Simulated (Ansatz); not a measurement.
Here is an Ansatz 0.2.0 calculation.

The input input.yaml:

```yaml
crystal:
  lattice:
    - [4.77089, 0.0, 0.00513]
    - [0.0, 5.82454, 0.0]
    - [-1.98628, 0.0, 7.25051]
  atoms:
    - { symbol: Ta, position: [0.61339, 0.5, 0.76042] }
    - { symbol: Ta, position: [0.38661, 0.5, 0.23958] }
    - { symbol: Ta, position: [0.16615, 0.0, 0.79875] }
    - { symbol: Ta, position: [0.83385, 0.0, 0.20125] }
    - { symbol: Ni, position: [0.5, 0.0, 0.5], spin: 1.0 }
    - { symbol: O, position: [0.33278, 0.79913, 0.65053] }
    - { symbol: O, position: [0.66722, 0.79913, 0.34947] }
    - { symbol: O, position: [0.90047, 0.25786, 0.80718] }
    - { symbol: O, position: [0.09953, 0.25786, 0.19282] }
    - { symbol: O, position: [0.66722, 0.20087, 0.34947] }
    - { symbol: O, position: [0.33278, 0.20087, 0.65053] }
    - { symbol: O, position: [0.09953, 0.74214, 0.19282] }
    - { symbol: O, position: [0.90047, 0.74214, 0.80718] }
    - { symbol: O, position: [0.5, 0.5, 0.0] }
    - { symbol: O, position: [0.5, 0.0, 0.0] }
    - { symbol: O, position: [0.5, 0.5, 0.5] }
hamiltonian:
  xc: pbe
  pseudopotentials: { kind: paw }
magnetization:
  spin_polarized: true
kpoints:
  mp_grid: { grid: [4, 4, 3] }
scf:
  occupations: { method: fermi_dirac, width: 0.05 }
output:
  forces: true
  stress: true
  eigenvalues: true
relax:
  f_tol: 0.01
  max_steps: 40
  cell: { stress_tol: 0.05, p_target: 10.0 }
```

Potentials or basis: Ansatz PAW.

Launch:

```console
$ ansatz run input.yaml --threads 8 --pin off --max-ram 20480MiB --backend cpu --events-out ev --progress --plain --runs-dir out
```

Task: Estimate the net moment.

Result: 0.00 μB per cell.

Task: What does it give for the relaxed volume?

Result: 11.82 Å³/atom.

Task: Predict the relaxed cell.

Result: a = 4.622 Å, b = 5.746 Å, c = 7.475 Å, α = 90.00°, β = 107.73°, γ = 90.00°.

Final structure:
```
Ta Ni O
1.0
     4.62056    0.00000   -0.11252
     0.00000    5.74641    0.00000
    -2.10240    0.00000    7.17304
Ta Ni O
4 1 11
Direct
  0.59606 0.50000 0.76015
  0.40394 0.50000 0.23985
  0.15097 0.00000 0.79194
  0.84903 0.00000 0.20806
  0.50000 0.00000 0.50000
  0.31698 0.79796 0.64037
  0.68302 0.79796 0.35963
  0.90158 0.26135 0.81191
  0.09842 0.26135 0.18809
  0.68302 0.20204 0.35963
  0.31698 0.20204 0.64037
  0.09842 0.73865 0.18809
  0.90158 0.73865 0.81191
  0.50000 0.50000 0.00000
  0.50000 0.00000 0.00000
  0.50000 0.50000 0.50000
```

Caveat: odd divisions of the mesh miss points on the zone boundary, where band edges often lie, so the gap on the mesh can be too wide; the pressure holds a Pulay correction of +0.7 GPa for the finite cutoff; spin-orbit coupling is left out, which moves the levels of the heavy elements; the starting moments weren't kept.
